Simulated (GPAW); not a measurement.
# GaGe3 (P6_3/mmc) in GPAW: settings compared

The runs below take GaGe3 through single point, with LDA, PBE.

All numbers are computed with GPAW 26.7.0; they aren't measurements. Logs are shortened: lines on timing, memory, paths and dates and some standing lists are left out, and cuts for length are marked. The log counts tension as positive stress, the text compression.

### 1 Starting point

The structure is hexagonal, space group P6_3/mmc (No. 194). The conventional cell has a = 5.985 Å, b = 5.985 Å, c = 5.035 Å, α = 90.00°, β = 90.00°, γ = 120.00°. Ge (site symmetry mm2) is surrounded by 8 Ge at 2.94 to 3.05 Å and 4 Ga at 2.99 to 3.07 Å. Ga (site symmetry -6m2) has 12 Ge at 2.99 to 3.07 Å as nearest neighbours.

The cell comes from a database or a generator and needn't be the stable form of this composition.

### 2 Single point, LDA

run.py reads:

```python
from ase import Atoms
from ase.dft.bandgap import bandgap
from ase.io import write
from ase.units import GPa
from gpaw import GPAW, PW

atoms = Atoms(['Ge', 'Ge', 'Ge', 'Ge', 'Ge', 'Ge', 'Ga', 'Ga'],
              cell=[[5.9850359054, 0.0, 0.0],
                    [-2.9925179527, 5.1831931366, 0.0],
                    [0.0, 0.0, 5.034952]],
              scaled_positions=[[0.163561505, 0.32712301, 0.25],
                                [0.163561505, 0.836438495, 0.25],
                                [0.67287699, 0.836438495, 0.25],
                                [0.836438495, 0.67287699, 0.75],
                                [0.836438495, 0.163561505, 0.75],
                                [0.32712301, 0.163561505, 0.75],
                                [0.3333333333, 0.6666666667, 0.75],
                                [0.6666666667, 0.3333333333, 0.25]],
              pbc=True)

calc = GPAW(mode=PW(450),
            xc='LDA',
            kpts={'size': (4, 4, 4), 'gamma': True},
            occupations={'name': 'fermi-dirac', 'width': 0.05},
            nbands=31,
            maxiter=120,
            txt='gpaw.txt')
atoms.calc = calc
energy = atoms.get_potential_energy()
forces = atoms.get_forces()
stress = atoms.get_stress()
calc.write('gs.gpw')
write('result.traj', atoms)
print(f'Energy: {energy:.6f} eV')
print('Forces (eV/A):')
print(forces.round(4))
print('Stress (GPa):', (stress / GPa).round(3))
print('Fermi level:', round(calc.get_fermi_level(), 4), 'eV')
print(f'Gap: {bandgap(calc)[0]:.4f} eV, direct: {bandgap(calc, direct=True)[0]:.4f} eV')
```

Potentials or basis: the program's PAW data sets (release 1.2.1) made for this functional, pw.

Command:

```
OMP_NUM_THREADS=1 python run.py
```

gpaw.txt:

```text
__  _  _
 | _ |_)|_||  |
 |__||  | ||/\| - 26.7.0

Input parameters:
  mode=PW(ecut=450.00000000000006),
  kpts=MonkhorstPack(size=(4, 4, 4), gamma=True),
  maxiter=120,
  nbands=31,
  occupations=Occupations(name='fermi-dirac', width=0.05),
  xc=XC(name='LDA')

Diagonalizing LCAO Hamiltonian
Converting LCAO to pw mode

             Ga     Ge

               Ge     Ge
          Ge     Ge

            Ge     Ga

Atoms  # Å, Bohr magnetons
|   | symbol |         x |        y |        z |    initial magnetic moments |
|---|--------|-----------|----------|----------|-----------------------------|
| 0 |     Ge |  0.000000 | 1.695542 | 1.258738 | ( 0.0000,  0.0000,  0.0000) |
| 1 |     Ge | -1.524136 | 4.335422 | 1.258738 | ( 0.0000,  0.0000,  0.0000) |
| 2 |     Ge |  1.524136 | 4.335422 | 1.258738 | ( 0.0000,  0.0000,  0.0000) |
| 3 |     Ge |  2.992518 | 3.487651 | 3.776214 | ( 0.0000,  0.0000,  0.0000) |
| 4 |     Ge |  4.516654 | 0.847771 | 3.776214 | ( 0.0000,  0.0000,  0.0000) |
| 5 |     Ge |  1.468382 | 0.847771 | 3.776214 | ( 0.0000,  0.0000,  0.0000) |
| 6 |     Ga | -0.000000 | 3.455462 | 3.776214 | ( 0.0000,  0.0000,  0.0000) |
| 7 |     Ga |  2.992518 | 1.727731 | 1.258738 | ( 0.0000,  0.0000,  0.0000) |

Unit cell  # Å
| periodic |         x |        y |        z |  lengths |     angles |
|----------|-----------|----------|----------|----------|------------|
|      yes |  5.985036 | 0.000000 | 0.000000 | 5.985036 |  90.000000 |
|      yes | -2.992518 | 5.183193 | 0.000000 | 5.985036 |  90.000000 |
|      yes |  0.000000 | 0.000000 | 5.034952 | 5.034952 | 120.000000 |

Number of symmetries: 12
Symmetry operations  # r_c * U_cc + t_c -> r_c
|    | kind |            matrix            |
|----|------|------------------------------|
|  0 |  σ   |  1, 1, 0,  0,-1, 0,  0, 0, 1 |
|  1 |  S6  |  1, 1, 0, -1, 0, 0,  0, 0,-1 |
|  2 |  E   |  1, 0, 0,  0, 1, 0,  0, 0, 1 |
|  3 |  C2  |  1, 0, 0, -1,-1, 0,  0, 0,-1 |
|  4 |  C2  |  0, 1, 0,  1, 0, 0,  0, 0,-1 |
|  5 |  C3  |  0, 1, 0, -1,-1, 0,  0, 0, 1 |
|  6 |  S6  |  0,-1, 0,  1, 1, 0,  0, 0,-1 |
|  7 |  σ   |  0,-1, 0, -1, 0, 0,  0, 0, 1 |
|  8 |  σ   | -1, 0, 0,  1, 1, 0,  0, 0, 1 |
|  9 |  i   | -1, 0, 0,  0,-1, 0,  0, 0,-1 |
| 10 |  C3  | -1,-1, 0,  1, 0, 0,  0, 0, 1 |
| 11 |  C2  | -1,-1, 0,  0, 1, 0,  0, 0,-1 |

BZ-sampling:
  Number of BZ points: 64
  Number of IBZ points: 13

  Monkhorst-Pack size: [4, 4, 4]
  Monkhorst-Pack shift: [0.125, 0.125, 0.125]

K-points  # in reciprocal-cell coordinates
|     |                                coordinates |     weight |
|-----|--------------------------------------------|------------|
|   0 | (  0.00000000,   0.00000000,   0.00000000) | 0.01562500 |
|   1 | (  0.00000000,   0.00000000,   0.25000000) | 0.03125000 |
|   2 | (  0.00000000,   0.00000000,   0.50000000) | 0.01562500 |
|   3 | (  0.25000000,   0.00000000,  -0.25000000) | 0.09375000 |
|   4 | (  0.25000000,   0.00000000,   0.00000000) | 0.09375000 |
|   5 | (  0.25000000,   0.00000000,   0.25000000) | 0.09375000 |
|   6 | (  0.25000000,   0.00000000,   0.50000000) | 0.09375000 |
|   7 | (  0.50000000,   0.25000000,   0.00000000) | 0.09375000 |
|   8 | (  0.50000000,   0.25000000,   0.25000000) | 0.18750000 |
|   9 | (  0.50000000,   0.25000000,   0.50000000) | 0.09375000 |
| ... |                                            |            |
|  12 | (  0.50000000,   0.50000000,   0.50000000) | 0.04687500 |

Plane wave coefficients: 3431
Cutoff: 450.00000000000006 eV

Spin-components: 1 (collinear spins)
Bands:           31
Projectors:      40
Spin-degeneracy: 2
Datatype:        complex128

Parallelization:
  kpt:    1
  domain: 1
  band:   1

Density:
  Valence electrons: 30.0
  Components: 1
  Grid points: [30 30 25]
  Charge: 0.0  # |e|

Potential:
  Grid points: [30 30 25]

species:
  Ge:
    name:    Germanium
    Z:       32.0
    valence: 4
    core:    28
    charge:  0.0  # [|e|]
    compensation charges:
      type: gauss
      rc: 0.32  # [Å]
      lmax: 2
    cutoffs:
      filter: 1.77  # [Å]
      core: 3.42  # [Å]
    projectors
    | kind |    occ | energy [eV] | rcut [Å] |
    |------|--------|-------------|----------|
    |   4s |  2.000 |     -11.940 |    1.005 |
    |   4p |  2.000 |      -4.047 |    1.005 |
    |    s |        |      15.272 |    1.005 |
    |    p |        |      23.164 |    1.005 |
    |    d |        |       0.000 |    1.005 |

    Using partial waves for Ge as LCAO basis

  Ga:
    name:    Gallium
    Z:       31.0
    valence: 3
    core:    28
    charge:  0.0  # [|e|]
    compensation charges:
      type: gauss
      rc: 0.37  # [Å]
      lmax: 2
    cutoffs:
      filter: 2.06  # [Å]
      core: 4.17  # [Å]
    projectors
    | kind |    occ | energy [eV] | rcut [Å] |
    |------|--------|-------------|----------|
    |   4s |  2.000 |      -9.167 |    1.164 |
    |   4p |  1.000 |      -2.734 |    1.164 |
    |    s |        |      18.045 |    1.164 |
    |    p |        |      24.478 |    1.164 |
    |    d |        |       0.000 |    1.164 |

    Using partial waves for Ga as LCAO basis

Reference energy: -447723.018491  # eV

eigensolver:
  PPCG
  Converge bands: occupied
  niter=2

density mixing:
  MSR1-Mixer
  Pratt-step length: 0.05
  Maximum mixing coefficient: 0.75
  Old densities: 10
  SVD Regularization: 0.005
  Good broyden scale: 1.0
  Trust region scale: 1.0
  Backstep threshold: 4.0
  History deletion threshold: 6.0
  Fourier metric: weight=20.0, sigma=0.015

occupation numbers:
  Fermi-Dirac:
    width: 0.0500  # eV

poisson solver:
  ecut: 3600.0000000000005  # eV

xc functional:
  name: None

convergence criteria:
- Maximum [total energy] change in last 3 cyles: 0.0005 eV / valence electron
- Maximum integral of absolute [dens]ity change: 0.0001 electrons / valence electron
- Maximum integral of absolute [eigenst]ate change: 4e-08 eV^2 / valence electron
maximum number of iterations: 120

SCF iterations
|iter     | |      energy | eigst |  dens |
|---------|-|-------------|-------|-------|
|iter:   1| |  -36.509507 | -0.69 |       |
|iter:   2| |  -36.498842 | -2.92 | -1.25 |
|iter:   3| |  -36.394231 | -3.35 | -1.28 |
|iter:   4| |  -36.387095 | -4.21 | -1.88 |
|iter:   5| |  -36.387002c| -5.48 | -2.91 |
|iter:   6| |  -36.386994c| -6.63 | -3.45 |
|iter:   7| |  -36.386995c| -7.59c| -3.94 |
|iter:   8| |  -36.386995c| -8.32c| -4.54c|

Converged in 8 steps
Energy contributions relative to reference atoms: (reference = -447723.018491)

Energy contributions:
  Kinetic:          47.729028
  Coulomb:         -43.637640
  Zero:             -0.009667
  External:          0.000000
  Xc:              -40.456063
  Entropy:          -0.025305
  Spinorbit:         0.000000
  ----------------------------
  Free energy:     -36.399647
  Extrapolated:    -36.386995

dipole moment: (0.000519, 0.000900, 0.000874)  # |e|*Ang

Fermi level: 6.797
Eigenvalues  # (at kpt = [0.000, 0.000, 0.000])
| band index |      eig [eV] | occ [0-2] |
|------------|---------------|-----------|
|          0 |        -5.704 |     2.000 |
|        ... |               |           |
|          9 |         4.144 |     2.000 |
|         10 |         4.144 |     2.000 |
|         11 |         5.351 |     2.000 |
|         12 |         5.547 |     2.000 |
|         13 |         5.547 |     2.000 |
|         14 |         5.707 |     2.000 |
|         15 |         5.995 |     2.000 |
|         16 |         5.995 |     2.000 |
|         17 |         7.333 |     0.000 |
|         18 |         8.515 |     0.000 |
|         19 |         8.515 |     0.000 |
|         20 |         8.868 |     0.000 |
|         21 |         9.725 |     0.000 |
|         22 |        10.461 |     0.000 |
|         23 |        10.461 |     0.000 |
|         24 |        13.463 |     0.000 |
|        ... |               |           |
|         30 |        15.282 |     0.000 |

No gap
No difference between direct/indirect transitions

Forces  # eV/Ang
|        x |        y |        z |
|----------|----------|----------|
| -0.00000 |  0.09942 | -0.00001 |  # Ge   0
|  0.08610 | -0.04971 | -0.00001 |  # Ge   1
| -0.08610 | -0.04971 | -0.00001 |  # Ge   2
|  0.00000 | -0.09942 |  0.00001 |  # Ge   3
| -0.08610 |  0.04971 |  0.00001 |  # Ge   4
|  0.08610 |  0.04971 |  0.00001 |  # Ge   5
|  0.00000 |  0.00000 |  0.00002 |  # Ga   6
|  0.00000 | -0.00000 | -0.00002 |  # Ga   7

Stress tensor  # eV/Ang^3
|         x |         y |        z |
|-----------|-----------|----------|
|  0.038644 | -0.000000 | 0.000000 |
| -0.000000 |  0.038644 | 0.000000 |
|  0.000000 |  0.000000 | 0.032109 |

# Writing to gs.gpw (mode='')
```

Wall time 25 s (1 thread of Arm Neoverse V1, shared host); peak memory 0.19 GiB.

What came out:

- Free energy: -36.3996 eV
- Pressure: -5.8 GPa
- Largest force: 0.099 eV/Å
- Band gap on the k mesh: none (metal or under the smearing width)

Forces in eV/Å, atoms in the order of the input:
```
Ge   0.000  0.099  0.000
Ge   0.086 -0.050  0.000
Ge  -0.086 -0.050  0.000
Ge   0.000 -0.099  0.000
Ge  -0.086  0.050  0.000
Ge   0.086  0.050  0.000
Ga   0.000  0.000  0.000
Ga   0.000  0.000  0.000
```

Caveat: the cutoff is short for stress and forces, so pressures can be off by a GPa or more.

### 3 Single point, PBE

run.py: that of step 2 with these lines changed.

```diff
@@ -21,3 +21,3 @@
 calc = GPAW(mode=PW(450),
-            xc='LDA',
+            xc='PBE',
             kpts={'size': (4, 4, 4), 'gamma': True},
```

Potentials or basis: GPAW PAW data sets (gpaw-data 1.2.1), pw.

Command:

```
OMP_NUM_THREADS=1 python run.py
```

gpaw.txt:

```text
__  _  _
 | _ |_)|_||  |
 |__||  | ||/\| - 26.7.0

Input parameters:
  mode=PW(ecut=450.00000000000006),
  kpts=MonkhorstPack(size=(4, 4, 4), gamma=True),
  maxiter=120,
  nbands=31,
  occupations=Occupations(name='fermi-dirac', width=0.05),
  xc=XC(name='PBE')

Diagonalizing LCAO Hamiltonian
Converting LCAO to pw mode

             Ga     Ge

               Ge     Ge
          Ge     Ge

            Ge     Ga

Atoms  # Å, Bohr magnetons
|   | symbol |         x |        y |        z |    initial magnetic moments |
|---|--------|-----------|----------|----------|-----------------------------|
| 0 |     Ge |  0.000000 | 1.695542 | 1.258738 | ( 0.0000,  0.0000,  0.0000) |
| 1 |     Ge | -1.524136 | 4.335422 | 1.258738 | ( 0.0000,  0.0000,  0.0000) |
| 2 |     Ge |  1.524136 | 4.335422 | 1.258738 | ( 0.0000,  0.0000,  0.0000) |
| 3 |     Ge |  2.992518 | 3.487651 | 3.776214 | ( 0.0000,  0.0000,  0.0000) |
| 4 |     Ge |  4.516654 | 0.847771 | 3.776214 | ( 0.0000,  0.0000,  0.0000) |
| 5 |     Ge |  1.468382 | 0.847771 | 3.776214 | ( 0.0000,  0.0000,  0.0000) |
| 6 |     Ga | -0.000000 | 3.455462 | 3.776214 | ( 0.0000,  0.0000,  0.0000) |
| 7 |     Ga |  2.992518 | 1.727731 | 1.258738 | ( 0.0000,  0.0000,  0.0000) |

Unit cell  # Å
| periodic |         x |        y |        z |  lengths |     angles |
|----------|-----------|----------|----------|----------|------------|
|      yes |  5.985036 | 0.000000 | 0.000000 | 5.985036 |  90.000000 |
|      yes | -2.992518 | 5.183193 | 0.000000 | 5.985036 |  90.000000 |
|      yes |  0.000000 | 0.000000 | 5.034952 | 5.034952 | 120.000000 |

Number of symmetries: 12
Symmetry operations  # r_c * U_cc + t_c -> r_c
|    | kind |            matrix            |
|----|------|------------------------------|
|  0 |  σ   |  1, 1, 0,  0,-1, 0,  0, 0, 1 |
|  1 |  S6  |  1, 1, 0, -1, 0, 0,  0, 0,-1 |
|  2 |  E   |  1, 0, 0,  0, 1, 0,  0, 0, 1 |
|  3 |  C2  |  1, 0, 0, -1,-1, 0,  0, 0,-1 |
|  4 |  C2  |  0, 1, 0,  1, 0, 0,  0, 0,-1 |
|  5 |  C3  |  0, 1, 0, -1,-1, 0,  0, 0, 1 |
|  6 |  S6  |  0,-1, 0,  1, 1, 0,  0, 0,-1 |
|  7 |  σ   |  0,-1, 0, -1, 0, 0,  0, 0, 1 |
|  8 |  σ   | -1, 0, 0,  1, 1, 0,  0, 0, 1 |
|  9 |  i   | -1, 0, 0,  0,-1, 0,  0, 0,-1 |
| 10 |  C3  | -1,-1, 0,  1, 0, 0,  0, 0, 1 |
| 11 |  C2  | -1,-1, 0,  0, 1, 0,  0, 0,-1 |

BZ-sampling:
  Number of BZ points: 64
  Number of IBZ points: 13

  Monkhorst-Pack size: [4, 4, 4]
  Monkhorst-Pack shift: [0.125, 0.125, 0.125]

K-points  # in reciprocal-cell coordinates
|     |                                coordinates |     weight |
|-----|--------------------------------------------|------------|
|   0 | (  0.00000000,   0.00000000,   0.00000000) | 0.01562500 |
|   1 | (  0.00000000,   0.00000000,   0.25000000) | 0.03125000 |
[... 78 lines left out ...]
    |    p |        |      24.631 |    1.164 |
    |    d |        |       0.000 |    1.164 |

    Using partial waves for Ga as LCAO basis

Reference energy: -448355.170173  # eV

eigensolver:
  PPCG
  Converge bands: occupied
  niter=2

density mixing:
  MSR1-Mixer
  Pratt-step length: 0.05
  Maximum mixing coefficient: 0.75
  Old densities: 10
  SVD Regularization: 0.005
  Good broyden scale: 1.0
  Trust region scale: 1.0
  Backstep threshold: 4.0
  History deletion threshold: 6.0
  Fourier metric: weight=20.0, sigma=0.015

occupation numbers:
  Fermi-Dirac:
    width: 0.0500  # eV

poisson solver:
  ecut: 3600.0000000000005  # eV

xc functional:
  name: PBE with 2 nearest neighbor stencil

convergence criteria:
- Maximum [total energy] change in last 3 cyles: 0.0005 eV / valence electron
- Maximum integral of absolute [dens]ity change: 0.0001 electrons / valence electron
- Maximum integral of absolute [eigenst]ate change: 4e-08 eV^2 / valence electron
maximum number of iterations: 120

SCF iterations
|iter     | |      energy | eigst |  dens |
|---------|-|-------------|-------|-------|
|iter:   1| |  -31.213396 | -0.66 |       |
|iter:   2| |  -31.204562 | -2.90 | -1.23 |
|iter:   3| |  -31.109579 | -3.34 | -1.25 |
|iter:   4| |  -31.103097 | -4.20 | -1.84 |
|iter:   5| |  -31.103069c| -6.07 | -2.86 |
|iter:   6| |  -31.103053c| -6.51 | -3.30 |
|iter:   7| |  -31.103057c| -7.42c| -3.80 |
|iter:   8| |  -31.103057c| -8.22c| -4.54c|

Converged in 8 steps
Energy contributions relative to reference atoms: (reference = -448355.170173)

Energy contributions:
  Kinetic:          47.843733
  Coulomb:         -43.166881
  Zero:             -0.003480
  External:          0.000000
  Xc:              -35.763528
  Entropy:          -0.025801
  Spinorbit:         0.000000
  ----------------------------
  Free energy:     -31.115957
  Extrapolated:    -31.103057

dipole moment: (0.000514, 0.000889, 0.000864)  # |e|*Ang

Fermi level: 7.125
Eigenvalues  # (at kpt = [0.000, 0.000, 0.000])
| band index |      eig [eV] | occ [0-2] |
|------------|---------------|-----------|
|          0 |        -5.362 |     2.000 |
|        ... |               |           |
|          9 |         4.522 |     2.000 |
|         10 |         4.522 |     2.000 |
|         11 |         5.706 |     2.000 |
|         12 |         5.888 |     2.000 |
|         13 |         5.888 |     2.000 |
|         14 |         6.140 |     2.000 |
[... 8 lines left out ...]
|         23 |        10.838 |     0.000 |
|         24 |        13.894 |     0.000 |
|        ... |               |           |
|         30 |        15.723 |     0.000 |

No gap
No difference between direct/indirect transitions

Forces  # eV/Ang
|        x |        y |        z |
|----------|----------|----------|
|  0.00000 |  0.13616 | -0.00002 |  # Ge   0
|  0.11792 | -0.06808 | -0.00002 |  # Ge   1
| -0.11792 | -0.06808 | -0.00002 |  # Ge   2
|  0.00000 | -0.13616 |  0.00002 |  # Ge   3
| -0.11792 |  0.06808 |  0.00002 |  # Ge   4
|  0.11792 |  0.06808 |  0.00002 |  # Ge   5
|  0.00000 |  0.00000 |  0.00002 |  # Ga   6
|  0.00000 | -0.00000 | -0.00002 |  # Ga   7

Stress tensor  # eV/Ang^3
|         x |         y |        z |
|-----------|-----------|----------|
|  0.008120 | -0.000000 | 0.000000 |
| -0.000000 |  0.008120 | 0.000000 |
|  0.000000 |  0.000000 | 0.003148 |

# Writing to gs.gpw (mode='')
```

stdout:

```text
Energy: -31.103057 eV
Forces (eV/A):
[[ 0.      0.1362 -0.    ]
 [ 0.1179 -0.0681 -0.    ]
 [-0.1179 -0.0681 -0.    ]
 [ 0.     -0.1362  0.    ]
 [-0.1179  0.0681  0.    ]
 [ 0.1179  0.0681  0.    ]
 [ 0.      0.      0.    ]
 [ 0.     -0.     -0.    ]]
Stress (GPa): [ 1.301  1.301  0.504  0.     0.    -0.   ]
Fermi level: 7.1252 eV
Gap: 0.0000 eV, direct: 0.0000 eV
```

It took 26 s on 1 thread of Arm Neoverse V1, shared host; peak memory 0.19 GiB.

Results:

* Free energy: -31.1160 eV
* Pressure: -1.0 GPa
* Largest force: 0.136 eV/Å
* Band gap on the k mesh: none (metal or under the smearing width)

Forces in eV/Å, atoms in the order of the input:
```
Ge   0.000  0.136  0.000
Ge   0.118 -0.068  0.000
Ge  -0.118 -0.068  0.000
Ge   0.000 -0.136  0.000
Ge  -0.118  0.068  0.000
Ge   0.118  0.068  0.000
Ga   0.000  0.000  0.000
Ga   0.000  0.000  0.000
```

Stress tensor (GPa, compression positive):
```
-1.30  0.00  0.00
 0.00 -1.30  0.00
 0.00  0.00 -0.50
```

Caveat: the cutoff is short for stress and forces, so pressures can be off by a GPa or more.
